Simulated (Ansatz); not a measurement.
# Be2ZnTe2O: the cost of one run

Computed with Ansatz 0.2.0 (DFT PBE, scalar-relativistic, plane waves, PAW, unless a step's input says otherwise).

1 further run of the same task is left out (it didn't finish).

## Step 1: The system as given

Symmetry: P6/mmm, No. 191, hexagonal system. Conventional cell: a = 5.027 Å, b = 5.027 Å, c = 5.284 Å, α = 90.00°, β = 90.00°, γ = 120.00°. Be (site symmetry -6m2) is surrounded by 2 Te at 2.64 Å and 3 Be at 2.90 Å and 3 O at 2.90 Å. Zn (site symmetry 6/mmm) has 2 O at 2.64 Å and 6 Te at 2.90 Å as nearest neighbours. Around Te (site symmetry -6m2) lie 2 Be at 2.64 Å and 3 Te at 2.90 Å and 3 Zn at 2.90 Å. O (site symmetry 6/mmm) is surrounded by 2 Zn at 2.64 Å and 6 Be at 2.90 Å.

Coordinates:

```
CELL_PARAMETERS angstrom
5.02680 0.00000 0.00000
-2.51340 4.35334 0.00000
0.00000 0.00000 5.28400
ATOMIC_POSITIONS crystal
Be 0.33333 0.66667 0.00000
Be 0.66667 0.33333 0.00000
Zn 0.00000 0.00000 0.50000
Te 0.33333 0.66667 0.50000
Te 0.66667 0.33333 0.50000
O 0.00000 0.00000 0.00000
```

Recipe of the guess: random cell by space group and Wyckoff sites (P6/mmm, No. 191). The dimensions are guesses.

## Step 2: The guess as it stands, on a coarse mesh

File input.yaml:

```yaml
crystal:
  lattice:
    - [5.02680208, 0.0, 0.0]
    - [-2.51340104, 4.3533383, 0.0]
    - [0.0, 0.0, 5.28400266]
  atoms:
    - { symbol: Be, position: [0.33333333, 0.66666667, 0.0] }
    - { symbol: Be, position: [0.66666667, 0.33333333, 0.0] }
    - { symbol: Zn, position: [0.0, 0.0, 0.5] }
    - { symbol: Te, position: [0.33333333, 0.66666667, 0.5] }
    - { symbol: Te, position: [0.66666667, 0.33333333, 0.5] }
    - { symbol: O, position: [0.0, 0.0, 0.0] }
basis:
  ecutwfc: 420
kpoints:
  mp_grid: { grid: [6, 6, 4] }
hamiltonian:
  xc: pbe
scf:
  occupations: { method: gaussian, width: 0.1 }
  lower_state_search: "off"
output:
  forces: true
  stress: true
  eigenvalues: true
```

On the command line:

```sh
$ ansatz run input.yaml --threads 1 --pin off --max-ram 2560MiB --backend cpu --events-out ev --progress --plain --runs-dir out
```

What time and memory should one allow on 1 thread of Intel Xeon Platinum 8259CL at 2.50GHz (Skylake/Cascade Lake), shared host?

About 5.6 s, with a peak of 0.47 GiB.
